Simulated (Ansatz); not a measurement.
# CdH₈N₂Si₂: small, medium and large basis sets

The task here is to estimate one member of a computed series from the others.

Computed with Ansatz 0.2.0, Gaussian basis. Level: one geometry, several basis sets.

The runs, in order: PBE0-D4/def2-SVP; ωB97M-V/def2-SVP; PBE0-D4/def2-QZVPP; ωB97M-V/def2-QZVPP; the functionals' def2-TZVPP values are taken from earlier runs.

### The relaxed structure

The geometry comes from an earlier relaxation with PBE0-D4 in a triple-zeta def2 set; it is a stationary point, not always the lowest conformer. Cd takes the def2 core potential; no spin-orbit term is included.

SMILES `[NH2][Cd][N]([SiH3])[SiH3]`, 13 atoms, charge 0, spin multiplicity 1.

Atoms are counted from 1 here; the program's logs count them from 0.

Bond lengths: N1–Cd2 2.001 Å, N1–H6 1.014 Å, N1–H7 1.013 Å, Cd2–N3 2.021 Å, N3–Si4 1.718 Å, N3–Si5 1.717 Å, Si4–H8 1.492 Å, Si4–H9 1.492 Å, Si4–H10 1.492 Å, Si5–H11 1.492 Å, Si5–H12 1.492 Å, Si5–H13 1.493 Å. Angles: Cd2–N1–H6 112.1°, Cd2–N1–H7 112.1°, H6–N1–H7 106.4°, N1–Cd2–N3 175.4°, Cd2–N3–Si4 118.2°, Cd2–N3–Si5 118.1°, Si4–N3–Si5 123.8°, N3–Si4–H8 108.9°, N3–Si4–H9 112.3°, N3–Si4–H10 112.5°, H8–Si4–H9 108.0°, H8–Si4–H10 107.9°, H9–Si4–H10 107.0°, N3–Si5–H11 112.6°, N3–Si5–H12 112.3°, N3–Si5–H13 108.9°, H11–Si5–H12 107.0°, H11–Si5–H13 107.8° and more.

Set-up of the first run:

Input file in.yaml:

```yaml
crystal:
  periodic: [false, false, false]
  atoms:
    - {symbol: N, position_ang: [-3.131173, 1.205200, 0.935649]}
    - {symbol: Cd, position_ang: [-1.312825, 0.558294, 0.408084]}
    - {symbol: N, position_ang: [0.456137, -0.238790, -0.158754]}
    - {symbol: Si, position_ang: [0.484604, -1.886137, -0.645459]}
    - {symbol: Si, position_ang: [1.846208, 0.768140, -0.116963]}
    - {symbol: H, position_ang: [-3.439572, 1.984413, 0.365645]}
    - {symbol: H, position_ang: [-3.158749, 1.524458, 1.897154]}
    - {symbol: H, position_ang: [-0.901644, -2.434162, -0.577182]}
    - {symbol: H, position_ang: [0.980021, -2.055015, -2.042372]}
    - {symbol: H, position_ang: [1.353158, -2.724992, 0.230730]}
    - {symbol: H, position_ang: [2.879216, 0.279909, 0.842337]}
    - {symbol: H, position_ang: [2.505816, 0.879673, -1.450239]}
    - {symbol: H, position_ang: [1.438791, 2.139021, 0.311379]}
basis:
  gaussian: {orbitals: def2-SVP}
hamiltonian: {xc: pbe0, dispersion: d4}
output: {orbitals: {seedname: orbitals}}
```

On the command line:

```bash
ansatz run in.yaml --threads 4 --pin off --events-out ev --progress --plain --max-ram 11315MiB
```

Among the steps run: PBE0-D4 in def2-SVP; ωB97M-V in def2-SVP; PBE0-D4 in def2-QZVPP; ωB97M-V in def2-QZVPP.

One of the session's tables, all rows but one given; the rest of the session is left out.

It belongs to the step «Density functionals: the series». 

```
functional       basis  HOMO (eV)
   PBE0-D4    def2-SVP          ?
   PBE0-D4  def2-TZVPP      -7.23
   PBE0-D4  def2-QZVPP      -7.25
   ωB97M-V    def2-SVP      -9.33
   ωB97M-V  def2-TZVPP      -9.50
   ωB97M-V  def2-QZVPP      -9.52
```

Q: Estimate the row for PBE0-D4, def2-SVP from the others.

**Answer.** HOMO (eV): -7.05. In the column «HOMO (eV)» it is the highest.
